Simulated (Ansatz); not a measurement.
# CH₆OSiZn: one species, many methods

How much do the methods differ for CH₆OSiZn? The plan is to run it at one geometry with functionals of several rungs and with coupled cluster, and see how far each lands from CCSD(T) at the basis-set limit for the atomisation energy.

Program: Ansatz 0.2.0, Gaussian basis. Level of theory: functionals in def2-TZVPP, the program's frozen cores in correlated methods. These are calculated values, not measurements.

The runs, in order: LDA (SPW92), PBE-D4, revPBE-D4, BLYP-D4, r2SCAN-D4, B97M-V, PBE0-D4, B3LYP-D4, r2SCANh-D4, r2SCAN0-D4, HSE06-D4, BHLYP-D4, CAM-B3LYP-D4, LC-ωPBE, ωB97X-V, ωB97M-V, B2PLYP, PBE-QIDH; CCSD(T)/def2-SVP; CCSD(T)/def2-TZVPP; MP2/def2-QZVPP; extrapolation to the limit; RPA on PBE.

## (1) The geometry

The geometry comes from an earlier relaxation with PBE0-D4 in a triple-zeta def2 set; it is a stationary point, not always the lowest conformer.

SMILES `[SiH3]O[CH2][ZnH]`, 10 atoms, charge 0, spin multiplicity 1.

Atoms are counted from 1 here; the program's logs count them from 0.

Bond lengths: Si1–O2 1.644 Å, Si1–H5 1.482 Å, Si1–H6 1.491 Å, Si1–H7 1.491 Å, O2–C3 1.436 Å, C3–Zn4 1.967 Å, C3–H8 1.099 Å, C3–H9 1.099 Å, Zn4–H10 1.542 Å. Angles: O2–Si1–H5 106.9°, O2–Si1–H6 110.8°, O2–Si1–H7 110.8°, H5–Si1–H6 110.2°, H5–Si1–H7 110.2°, H6–Si1–H7 107.9°, Si1–O2–C3 119.6°, O2–C3–Zn4 107.3°, O2–C3–H8 110.1°, O2–C3–H9 110.1°, Zn4–C3–H8 111.5°, Zn4–C3–H9 111.5°, H8–C3–H9 106.4°, C3–Zn4–H10 178.5°.

Coordinates:

```mol
CH6OSiZn
  3D, bonds by distance, orders not assigned

 10  9  0  0  0  0  0  0  0  0999 V2000
    0.0870    1.7724   -0.0835 Si  0  0
    0.2058    0.2010   -0.5511 O   0  0
   -0.1493   -0.8419    0.3694 C   0  0
    0.1380   -2.5560   -0.5506 Zn  0  0
    0.5171    2.5989   -1.2365 H   0  0
    0.9574    2.0404    1.0965 H   0  0
   -1.3150    2.1071    0.2965 H   0  0
   -1.1948   -0.7256    0.6865 H   0  0
    0.4617   -0.7668    1.2794 H   0  0
    0.3755   -3.8806   -1.3036 H   0  0
  1  2  8  0
  2  3  8  0
  3  4  8  0
  1  5  8  0
  1  6  8  0
  1  7  8  0
  3  8  8  0
  3  9  8  0
  4 10  8  0
M  END
```

## (2) LDA

This LDA is Slater exchange with PW92 correlation.

File in.yaml:

```yaml
crystal:
  periodic: [false, false, false]
  atoms:
    - {symbol: Si, position_ang: [0.086956, 1.772440, -0.083477]}
    - {symbol: O, position_ang: [0.205784, 0.200958, -0.551080]}
    - {symbol: C, position_ang: [-0.149337, -0.841864, 0.369363]}
    - {symbol: Zn, position_ang: [0.137973, -2.556034, -0.550584]}
    - {symbol: H, position_ang: [0.517131, 2.598876, -1.236475]}
    - {symbol: H, position_ang: [0.957386, 2.040385, 1.096542]}
    - {symbol: H, position_ang: [-1.315003, 2.107068, 0.296548]}
    - {symbol: H, position_ang: [-1.194823, -0.725623, 0.686484]}
    - {symbol: H, position_ang: [0.461726, -0.766837, 1.279422]}
    - {symbol: H, position_ang: [0.375507, -3.880568, -1.303643]}
basis:
  gaussian: {orbitals: def2-TZVPP}
hamiltonian: {xc: lda}
output: {orbitals: {seedname: orbitals}}
```

The runs that follow: PBE-D4 (GGA); revPBE-D4 (GGA); BLYP-D4 (GGA); r2SCAN-D4 (meta-GGA); B97M-V (meta-GGA); PBE0-D4 (hybrid); B3LYP-D4 (hybrid); r2SCANh-D4 (hybrid); r2SCAN0-D4 (hybrid); HSE06-D4 (hybrid); BHLYP-D4 (hybrid); CAM-B3LYP-D4 (range-separated); LC-ωPBE (range-separated); ωB97X-V (range-separated); ωB97M-V (range-separated); B2PLYP (double hybrid); PBE-QIDH (double hybrid); CCSD(T) in def2-SVP; CCSD(T) in def2-TZVPP; MP2 in def2-QZVPP; RPA on PBE orbitals.

Before running them: what should the planned runs give, taken together? Wanted: atomisation energy, CCSD(T)/CBS; farthest beyond LDA; mean size of error, GGA; mean size of error, meta-GGA; mean size of error, hybrid; mean size of error, range-separated; mean size of error, double hybrid; gap, smallest and largest; T1 diagnostic.

As calculated:

| quantity | value |
| --- | --- |
| atomisation energy, CCSD(T)/CBS | 728.4 kcal/mol |
| functionals within 3.6 kcal/mol (0.5 %) | PBE-D4, r2SCAN-D4, B97M-V, r2SCANh-D4, CAM-B3LYP-D4, LC-ωPBE, ωB97M-V |
| farthest beyond LDA | BHLYP-D4 (-20.6 kcal/mol) |
| mean size of error, GGA | 8.1 kcal/mol |
| mean size of error, meta-GGA | 1.6 kcal/mol |
| mean size of error, hybrid | 8.3 kcal/mol |
| mean size of error, range-separated | 2.7 kcal/mol |
| mean size of error, double hybrid | 9.1 kcal/mol |
| gap, smallest and largest | 4.50 eV (LDA (SPW92)), 11.16 eV (LC-ωPBE) |
| T1 diagnostic | 0.0141 |
| triples share of the correlation energy | 3.3 % |

In words: LDA overbinds by 98.3 kcal/mol (13 %). PBE-D4 misses by +1.4 kcal/mol. Double hybrids carry the basis error of their MP2 part in triple zeta, and no dispersion term here, so their miss is partly the set-up's. The rungs meta-GGA, range-separated miss on average by less than the doubt on the reference (3.6 kcal/mol), so they tie. Misses under about 3.6 kcal/mol are within the doubt on the reference itself, which lacks core-valence correlation, relativity and higher excitations. Hartree-Fock recovers 73 % of the binding; the rest is correlation. CCSD(T) in def2-SVP is off by -47.5 kcal/mol, which most functionals beat. The gap grows from 4.5 to 11.2 eV across the functionals, mostly with the share of exact exchange. For Zn the d shell is correlated and the shells below it are frozen.
